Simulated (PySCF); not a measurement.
# C5H6F2: NMR shifts and spin-spin couplings at several levels of theory, part 2 of 2

PySCF 2.14.0. Atoms count from 0. Earlier steps stand in the parts before.

### 8 Shielding tensors: PBE0/aug-cc-pVDZ

What the job is given:

```
{"job": {"kind": "nmr", "xc": "PBE0", "basis": "aug-cc-pVDZ", "pop": true}, "charge": 0, "multiplicity": 1}
C      1.427481     1.676656     0.381471
C      0.765542     0.521804     0.455527
C     -0.173661     0.045719    -0.573179
F     -0.329543     0.894846    -1.617914
C     -0.295132    -1.420031    -0.916236
C     -1.407298    -0.732372    -0.202279
F     -2.532175    -0.468248    -0.896027
H      2.113618     1.985483     1.172679
H      1.297854     2.342756    -0.474700
H      0.897375    -0.145671     1.314151
H     -0.476871    -1.612867    -1.976833
H      0.325249    -2.151683    -0.393145
H     -1.602923    -0.945788     0.854504
```

Method: GIAO PBE0/aug-cc-pVDZ NMR shielding, non-relativistic, gas phase.

Log:

```text
coarse grid: 11328 points
cycle   1  E = -393.3059524176  dE =  1.074e+00  |g| = 5.940e-01  |ddm| = 9.676e+00
cycle   2  E = -393.2459430702  dE =  6.001e-02  |g| = 8.533e-01  |ddm| = 2.529e+00
cycle   3  E = -393.3719738992  dE = -1.260e-01  |g| = 1.014e-01  |ddm| = 1.281e+00
cycle   4  E = -393.3740473329  dE = -2.073e-03  |g| = 3.751e-02  |ddm| = 2.880e-01
cycle   5  E = -393.3743767759  dE = -3.294e-04  |g| = 1.270e-02  |ddm| = 9.397e-02
cycle   6  E = -393.3744144490  dE = -3.767e-05  |g| = 3.293e-03  |ddm| = 3.636e-02
cycle   7  E = -393.3744169462  dE = -2.497e-06  |g| = 6.220e-04  |ddm| = 7.722e-03
final grid: 111480 points
cycle   8  E = -393.3827440200  dE = -3.783e-05  |g| = 8.237e-03  |ddm| = 2.305e-01
cycle   9  E = -393.3827329318  dE =  1.109e-05  |g| = 1.154e-02  |ddm| = 4.728e-02
cycle  10  E = -393.3827593207  dE = -2.639e-05  |g| = 1.379e-03  |ddm| = 2.152e-02
cycle  11  E = -393.3827597152  dE = -3.946e-07  |g| = 2.664e-04  |ddm| = 3.553e-03
cycle  12  E = -393.3827597271  dE = -1.184e-08  |g| = 1.553e-04  |ddm| = 8.082e-04
cycle  13  E = -393.3827597330  dE = -5.955e-09  |g| = 1.787e-05  |ddm| = 3.186e-04
cycle  14  E = -393.3827597331  dE = -6.548e-11  |g| = 5.545e-06  |ddm| = 5.312e-05
converged SCF energy = -393.3827597331

GIAO shielding tensors (ppm)
atom      isotropic    diamagn.    paramagn.     s11        s22        s33       span
  0 C       81.707     220.110    -138.403    -25.943     84.975    186.089    212.032
  1 C       59.706     202.271    -142.565    -54.339     80.797    152.661    207.000
  2 C      120.329     205.149     -84.820     77.419     97.745    185.823    108.403
  3 F      411.822     474.001     -62.179    372.495    416.004    446.968     74.473
  4 C      174.850     219.890     -45.040    154.326    170.776    199.449     45.123
  5 C      123.299     228.101    -104.802     78.871    103.813    187.214    108.343
  6 F      423.780     472.251     -48.471    392.630    419.433    459.276     66.646
  7 H       25.829      33.462      -7.633     22.991     25.286     29.210      6.219
  8 H       25.459      33.592      -8.133     21.956     24.235     30.186      8.230
  9 H       25.896      31.511      -5.615     24.025     24.278     29.386      5.362
 10 H       29.884      30.437      -0.553     25.591     27.971     36.089     10.498
 11 H       30.338      32.811      -2.473     25.537     27.166     38.313     12.776
 12 H       27.185      31.352      -4.167     22.094     27.482     31.978      9.884
```

Run time: 28 s. Hardware: 1 thread of Arm Neoverse V1, shared host; peak memory 0.98 GiB.

In short: δ C1 135.4, C0 113.4, C2 74.8, C5 71.8, H8 5.94, H7 5.57 ppm.

### 9 Shielding tensors: PBE0/IGLO-III

Settings changed since step 8:

```diff
@@ -1,2 +1,2 @@
-{"job": {"kind": "nmr", "xc": "PBE0", "basis": "aug-cc-pVDZ", "pop": true}, "charge": 0, "multiplicity": 1}
+{"job": {"kind": "nmr", "xc": "PBE0", "basis": "IGLO-III", "pop": true}, "charge": 0, "multiplicity": 1}
 C      1.427481     1.676656     0.381471
```

Method: GIAO PBE0/IGLO-III NMR shielding, non-relativistic, gas phase.

Log:

```text
coarse grid: 11328 points
cycle   1  E = -393.4155523527  dE =  1.048e+00  |g| = 6.635e-01  |ddm| = 2.435e+00
cycle   2  E = -393.3421813134  dE =  7.337e-02  |g| = 9.716e-01  |ddm| = 8.815e-01
cycle   3  E = -393.4896646524  dE = -1.475e-01  |g| = 1.097e-01  |ddm| = 5.215e-01
cycle   4  E = -393.4917572769  dE = -2.093e-03  |g| = 4.922e-02  |ddm| = 7.725e-02
cycle   5  E = -393.4923037307  dE = -5.465e-04  |g| = 1.492e-02  |ddm| = 2.961e-02
cycle   6  E = -393.4923530729  dE = -4.934e-05  |g| = 3.744e-03  |ddm| = 8.886e-03
cycle   7  E = -393.4923560549  dE = -2.982e-06  |g| = 7.619e-04  |ddm| = 2.175e-03
final grid: 111480 points
cycle   8  E = -393.4971891150  dE = -1.116e-04  |g| = 7.651e-03  |ddm| = 7.025e-02
cycle   9  E = -393.4971819829  dE =  7.132e-06  |g| = 1.011e-02  |ddm| = 9.984e-03
cycle  10  E = -393.4972011114  dE = -1.913e-05  |g| = 1.430e-03  |ddm| = 4.983e-03
cycle  11  E = -393.4972014229  dE = -3.115e-07  |g| = 4.277e-04  |ddm| = 1.113e-03
cycle  12  E = -393.4972014540  dE = -3.105e-08  |g| = 1.899e-04  |ddm| = 2.701e-04
cycle  13  E = -393.4972014626  dE = -8.605e-09  |g| = 2.516e-05  |ddm| = 1.141e-04
cycle  14  E = -393.4972014627  dE = -1.326e-10  |g| = 5.465e-06  |ddm| = 1.720e-05
converged SCF energy = -393.4972014627

GIAO shielding tensors (ppm)
atom      isotropic    diamagn.    paramagn.     s11        s22        s33       span
  0 C       61.974     253.597    -191.624    -55.843     67.130    174.634    230.477
  1 C       37.583     255.951    -218.368    -87.666     62.332    138.084    225.750
  2 C      104.038     237.141    -133.103     57.218     79.876    175.019    117.801
  3 F      405.163     467.758     -62.595    362.025    408.803    444.661     82.636
  4 C      162.469     257.519     -95.050    139.961    157.008    190.438     50.476
  5 C      106.636     250.046    -143.410     58.390     84.954    176.564    118.174
  6 F      418.351     462.302     -43.951    385.126    414.957    454.970     69.844
  7 H       25.891      29.342      -3.450     23.102     25.281     29.291      6.188
  8 H       25.521      30.517      -4.995     22.087     24.183     30.293      8.206
  9 H       25.946      32.358      -6.413     24.105     24.212     29.520      5.416
 10 H       29.878      31.023      -1.145     25.544     27.956     36.135     10.591
 11 H       30.372      31.899      -1.527     25.552     27.102     38.461     12.909
 12 H       27.222      31.007      -3.786     22.176     27.442     32.047      9.871
```

It took 47 s on 1 thread of Arm Neoverse V1, shared host; peak memory 1.1 GiB.

In short: δ C1 146.2, C0 121.8, C2 79.7, C5 77.1, H8 5.85, H7 5.48 ppm.

### 10 NMR shieldings: PBE0/pcSseg-0

Settings changed since step 9:

```diff
@@ -1,2 +1,2 @@
-{"job": {"kind": "nmr", "xc": "PBE0", "basis": "IGLO-III", "pop": true}, "charge": 0, "multiplicity": 1}
+{"job": {"kind": "nmr", "xc": "PBE0", "basis": "pcSseg-0", "pop": true}, "charge": 0, "multiplicity": 1}
 C      1.427481     1.676656     0.381471
```

Level: GIAO PBE0/pcSseg-0 NMR shielding, non-relativistic, gas phase.

Log:

```text
coarse grid: 11328 points
cycle   1  E = -392.4119637846  dE =  1.041e+00  |g| = 6.011e-01  |ddm| = 3.943e+00
cycle   2  E = -392.3381258142  dE =  7.384e-02  |g| = 9.154e-01  |ddm| = 2.049e+00
cycle   3  E = -392.4848310009  dE = -1.467e-01  |g| = 7.218e-02  |ddm| = 1.173e+00
cycle   4  E = -392.4857546689  dE = -9.237e-04  |g| = 4.035e-02  |ddm| = 1.239e-01
cycle   5  E = -392.4861493390  dE = -3.947e-04  |g| = 1.070e-02  |ddm| = 5.089e-02
cycle   6  E = -392.4861779372  dE = -2.860e-05  |g| = 1.393e-03  |ddm| = 1.202e-02
cycle   7  E = -392.4861783065  dE = -3.693e-07  |g| = 6.303e-04  |ddm| = 2.899e-03
final grid: 111480 points
cycle   8  E = -392.4192455731  dE = -1.954e-05  |g| = 3.959e-03  |ddm| = 2.358e-02
cycle   9  E = -392.4192462885  dE = -7.154e-07  |g| = 3.636e-03  |ddm| = 9.009e-03
cycle  10  E = -392.4192494877  dE = -3.199e-06  |g| = 5.823e-04  |ddm| = 4.724e-03
cycle  11  E = -392.4192495381  dE = -5.040e-08  |g| = 8.296e-05  |ddm| = 7.372e-04
cycle  12  E = -392.4192495389  dE = -7.948e-10  |g| = 4.559e-05  |ddm| = 1.387e-04
cycle  13  E = -392.4192495393  dE = -4.749e-10  |g| = 7.787e-06  |ddm| = 6.050e-05
converged SCF energy = -392.4192495393

GIAO shielding tensors (ppm)
atom      isotropic    diamagn.    paramagn.     s11        s22        s33       span
  0 C       63.695     254.571    -190.876    -57.045     65.714    182.416    239.461
  1 C       48.216     259.242    -211.026    -72.819     69.289    148.178    220.998
  2 C      112.401     248.336    -135.934     66.662     83.689    186.852    120.190
  3 F      433.924     466.779     -32.855    382.055    437.323    482.395    100.341
  4 C      169.241     253.736     -84.494    143.839    166.269    197.616     53.776
  5 C      115.121     253.200    -138.078     67.666     91.754    185.944    118.278
  6 F      438.647     463.575     -24.928    383.348    446.271    486.322    102.974
  7 H       26.945      28.149      -1.204     23.997     26.642     30.198      6.201
  8 H       26.677      29.622      -2.944     23.643     25.298     31.091      7.448
  9 H       27.596      30.036      -2.439     25.599     26.539     30.651      5.052
 10 H       30.824      31.129      -0.304     26.835     28.590     37.049     10.214
 11 H       31.073      29.470       1.603     26.399     28.021     38.800     12.401
 12 H       28.543      29.394      -0.851     23.748     28.233     33.646      9.898
```

Run time: 6.1 s. Hardware: 1 thread of Arm Neoverse V1, shared host; peak memory 0.49 GiB.

This run: δ C1 145.3, C0 129.8, C2 81.1, C5 78.4, H8 6.15, H7 5.89 ppm.

### 11 Indirect couplings: HF/pcJ-1

Settings changed since step 10:

```diff
@@ -1,2 +1,2 @@
-{"job": {"kind": "nmr", "xc": "PBE0", "basis": "pcSseg-0", "pop": true}, "charge": 0, "multiplicity": 1}
+{"job": {"kind": "j", "xc": "HF", "basis": "pcJ-1"}, "charge": 0, "multiplicity": 1}
 C      1.427481     1.676656     0.381471
```

Method: HF/pcJ-1 indirect spin-spin coupling, non-relativistic, gas phase.

Log:

```text
final grid: 111480 points
cycle   1  E = -391.4757618840  dE =  1.649e+00  |g| = 7.741e-01  |ddm| = 2.934e+00
cycle   2  E = -391.5822446874  dE = -1.065e-01  |g| = 4.831e-01  |ddm| = 7.706e-01
cycle   3  E = -391.6210938634  dE = -3.885e-02  |g| = 8.221e-02  |ddm| = 3.373e-01
cycle   4  E = -391.6231883361  dE = -2.094e-03  |g| = 1.914e-02  |ddm| = 9.666e-02
cycle   5  E = -391.6233055384  dE = -1.172e-04  |g| = 4.935e-03  |ddm| = 2.737e-02
cycle   6  E = -391.6233153828  dE = -9.844e-06  |g| = 1.710e-03  |ddm| = 7.462e-03
cycle   7  E = -391.6233167037  dE = -1.321e-06  |g| = 5.358e-04  |ddm| = 3.277e-03
cycle   8  E = -391.6233168290  dE = -1.253e-07  |g| = 1.821e-04  |ddm| = 9.459e-04
cycle   9  E = -391.6233168439  dE = -1.492e-08  |g| = 4.717e-05  |ddm| = 3.643e-04
cycle  10  E = -391.6233168451  dE = -1.210e-09  |g| = 1.926e-05  |ddm| = 8.742e-05
cycle  11  E = -391.6233168454  dE = -2.383e-10  |g| = 7.073e-06  |ddm| = 3.902e-05
converged SCF energy = -391.6233168454

Indirect spin-spin couplings (Hz)
  i      j    bonds     total        FC       PSO       DSO        SD
  0 C    1 C    1    670.253   680.077    -9.988     0.163         -
  0 C    2 C    2   -286.903  -286.663    -0.250     0.010         -
  0 C    3 F    3    -79.673   -58.831    -1.372     0.038   -19.508
  0 C    4 C    3    150.533   150.618    -0.013    -0.072         -
  0 C    5 C    3    185.455   185.512    -0.001    -0.056         -
  0 C    6 F    4    103.499   118.655     0.145    -0.244   -15.057
  0 C    7 H    1    543.051   542.402     0.121     0.527         -
  0 C    8 H    1    549.049   548.493    -0.051     0.607         -
  0 C    9 H    2   -350.860  -349.106    -1.262    -0.492         -
  0 C   10 H    4     -7.050    -6.979     0.244    -0.315         -
  0 C   11 H    4    -19.446   -19.424     0.204    -0.226         -
  0 C   12 H    4    -19.717   -19.702     0.194    -0.209         -
  1 C    2 C    1    376.284   377.842    -1.894     0.336         -
  1 C    3 F    2    115.001    98.490    -3.087    -0.024    19.623
  1 C    4 C    2   -151.253  -151.016    -0.244     0.007         -
  1 C    5 C    2   -185.022  -184.876    -0.185     0.039         -
  1 C    6 F    3   -105.045  -119.608    -0.696    -0.267    15.526
  1 C    7 H    2   -355.085  -353.292    -1.340    -0.453         -
  1 C    8 H    2   -362.453  -360.543    -1.509    -0.401         -
  1 C    9 H    1    530.179   529.267     0.015     0.897         -
  1 C   10 H    3      9.625     9.670     0.329    -0.374         -
  1 C   11 H    3     24.372    24.365    -0.100     0.107         -
  1 C   12 H    3     23.021    22.997    -0.128     0.151         -
  2 C    3 F    1   -198.577  -233.730    18.371     1.116    15.666
  2 C    4 C    1    111.627   112.331    -1.003     0.299         -
  2 C    5 C    1    135.580   136.637    -1.415     0.358         -
  2 C    6 F    2     81.195    83.501    -1.544     0.012    -0.774
  2 C    7 H    3    184.746   184.816     0.281    -0.351         -
  2 C    8 H    3    181.411   181.490    -0.189     0.110         -
  2 C    9 H    2   -160.607  -160.503    -0.172     0.068         -
  2 C   10 H    2    -16.892   -17.006     0.117    -0.002         -
  2 C   11 H    2    -17.644   -17.843     0.267    -0.067         -
  2 C   12 H    2    -14.138   -14.210     0.092    -0.020         -
  3 F    4 C    2     40.129    41.851    -0.544    -0.073    -1.106
  3 F    5 C    2     41.804    44.964    -1.876     0.004    -1.287
  3 F    6 F    3     31.074    24.219     4.111     0.198     2.547
  3 F    7 H    4     39.565    43.092     1.276    -1.332    -3.471
  3 F    8 H    4     47.702    42.258    -1.496     1.351     5.589
  3 F    9 H    3    -17.367   -10.773     1.157    -2.016    -5.734
  3 F   10 H    3     21.817    21.628     1.228     0.409    -1.448
  3 F   11 H    3      9.373     9.657     2.041    -1.876    -0.449
  3 F   12 H    3     -4.901    -3.968     1.395    -1.936    -0.391
  4 C    5 C    1     -5.886    -4.972    -1.185     0.271         -
  4 C    6 F    2    -10.393    -6.123    -0.260    -0.135    -3.875
  4 C    7 H    4    -91.462   -91.423     0.249    -0.288         -
  4 C    8 H    4    -92.643   -92.588     0.209    -0.263         -
  4 C    9 H    3     89.273    89.195     0.023     0.056         -
  4 C   10 H    1    200.462   199.127     0.367     0.969         -
  4 C   11 H    1    206.672   205.328     0.446     0.898         -
  4 C   12 H    2      0.156     0.106     0.314    -0.264         -
  5 C    6 F    1   -220.005  -251.296    17.491     0.914    12.886
  5 C    7 H    4   -112.267  -112.242     0.217    -0.243         -
  5 C    8 H    4   -113.895  -113.848     0.173    -0.221         -
  5 C    9 H    3    109.820   109.698    -0.053     0.176         -
  5 C   10 H    2    -11.353   -11.439     0.187    -0.101         -
  5 C   11 H    2     -1.282    -1.419     0.288    -0.152         -
  5 C   12 H    1    240.846   240.288    -0.739     1.297         -
  6 F    7 H    5    -69.919   -71.771     0.980    -1.008     1.881
  6 F    8 H    5    -83.344   -72.923     0.694    -0.731   -10.383
  6 F    9 H    4     79.820    69.913     0.841    -1.140    10.206
  6 F   10 H    3     25.752    25.415     1.549     0.146    -1.358
  6 F   11 H    3     16.840    16.884     2.051    -1.925    -0.169
  6 F   12 H    2     80.941    75.873    10.288    -1.355    -3.866
  7 H    8 H    2   -220.072  -220.246     3.575    -3.401         -
  7 H    9 H    3    220.911   221.352     0.107    -0.549         -
  7 H   10 H    5      4.746     4.851     1.154    -1.258         -
  7 H   11 H    5     12.360    12.441     0.672    -0.753         -
  7 H   12 H    5     12.153    12.221     0.625    -0.693         -
  8 H    9 H    3    230.859   231.399     2.536    -3.076         -
  8 H   10 H    5      4.553     4.672     0.797    -0.916         -
  8 H   11 H    5     12.181    12.298     0.962    -1.079         -
  8 H   12 H    5     12.138    12.249     0.943    -1.054         -
  9 H   10 H    4     -4.547    -4.507     1.548    -1.588         -
  9 H   11 H    4    -11.972   -12.049    -1.094     1.170         -
  9 H   12 H    4    -11.850   -11.969    -1.260     1.379         -
 10 H   11 H    2    -21.989   -22.133     2.883    -2.740         -
 10 H   12 H    3      5.016     5.070     2.627    -2.681         -
 11 H   12 H    3      7.999     8.029     0.236    -0.266         -
```

Wall time 49 s (1 thread of Arm Neoverse V1, shared host); peak memory 0.93 GiB.

It converged, yet the result is unsound: the reference is near a triplet instability, so Fermi-contact and spin-dipole terms are unreliable. Its HOMO lies at -9.84 eV, against -6.92 eV in step 2 (PBE0/6-31G*), a different level, so the two don't compare directly.

### 12 Side by side: NMR shifts

Shifts (ppm) of some atoms, chosen among heavy atoms and hydrogens apart, with basis size and wall time:

```csv
run,C1,C0,C2,H10,H11,F3,F6,functions,time
PBE0/6-31G*,129.1,111.3,72.4,1.43,0.97,-219.1,-227.2,110,10 s
"PBE0/6-311+G(2d,p)",141.0,117.9,77.1,1.50,0.96,-230.1,-243.6,225,29 s
PBE0/def2-SVP,134.1,114.2,74.7,1.32,0.77,-205.6,-214.1,128,12 s
PBE0/def2-TZVP,142.6,118.6,78.4,1.46,1.01,-226.5,-239.6,253,37 s
PBE0/cc-pVDZ,135.3,115.0,75.8,1.30,0.78,-214.8,-221.1,128,13 s
PBE0/cc-pVTZ,141.3,118.2,77.4,1.44,0.98,-224.7,-234.8,294,45 s
PBE0/aug-cc-pVDZ,135.4,113.4,74.8,1.51,1.06,-217.7,-229.6,215,28 s
PBE0/IGLO-III,146.2,121.8,79.7,1.50,1.00,-230.5,-243.7,305,47 s
PBE0/pcSseg-0,145.3,129.8,81.1,2.01,1.76,-255.6,-260.3,75,6.1 s
```

### 13 Outcome

What follows sums up all 2 parts.

```
                              quantity                                             value
  13C shifts against TMS (PBE0/6-31G*)                129.1, 111.3, 72.4, 70.4, 19.2 ppm
   1H shifts against TMS (PBE0/6-31G*)            5.64, 5.30, 5.14, 4.18, 1.43, 0.97 ppm
19F shifts against CFCl3 (PBE0/6-31G*)                                -219.1, -227.2 ppm
              range of the shift of F3                              -255.6 to -205.6 ppm
         property runs in this session  10, of which 0 failed and 1 gave unsound results
```

**Reading.** Single values in the summary come from the first sound run of each kind (PBE0/6-31G*), which need not be the best level. In ppm, F3 moves most: its shift spreads over 49.9 ppm, from -255.6 (PBE0/pcSseg-0) to -205.6 (PBE0/def2-SVP). Most of that comes from the computed reference, not from the atom's own shielding.
